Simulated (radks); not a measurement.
# Rh²⁺ in [Kr] 4d7: an all-electron calculation

Wanted: eigenvalues, radial structure and energy terms of the rhodium ion Rh2+.

The numbers are computed with radks (a radial shooting solver on a logarithmic mesh, Libxc functionals) version 1 (non-relativistic Kohn-Sham, PBEsol, spin-polarised, spherical densities, point nucleus; open shells are filled with parallel spins first), except any that are marked as measured or tabulated.

## (1) The atom as given

```
element       : rhodium (Z = 45)
charge        : +2
electrons     : 43
configuration : [Kr] 4d7
```

The outer shells:

Rh²⁺
```
[Kr] core
4d [↑↓][↑↓][↑ ][↑ ][↑ ]
```

## (2) The run

Input:

```text
Z 45
configuration [Kr] 4d7 5s0 5p0 4f0 5d0
relativity non-relativistic
functional pbe_sol,pbe_sol
spin polarised
nucleus point
```

**Question.** What will this run give?

The runs gave:

```
                        quantity                     value
                    total energy       -4684.41945 hartree
exchange-correlation share of it                    2.84 %
                            −T/E                    0.9995
          highest occupied level       4d down, -24.834 eV
    most extended occupied level  4d down, <r> = 1.44 bohr
 radius at density 0.001 e/bohr³                 3.39 bohr
    maxima of the radial density                         4
         ionisation energy, NIST     31.060 (semi-emp.) eV
```

**Reading.** 4 principal shells are occupied and 4 maxima appear in the radial density. −T/E = 0.9995, near the virial value of 1. Minus the highest eigenvalue, 24.834 eV, is 80 % of the tabulated ionisation energy (31.060 eV); the potential of a semilocal functional falls off too fast, so its top eigenvalue is too shallow. Relativity is left out here, which matters for elements this heavy. Open shells are spherical and high-spin; term and fine-structure splittings are not resolved.
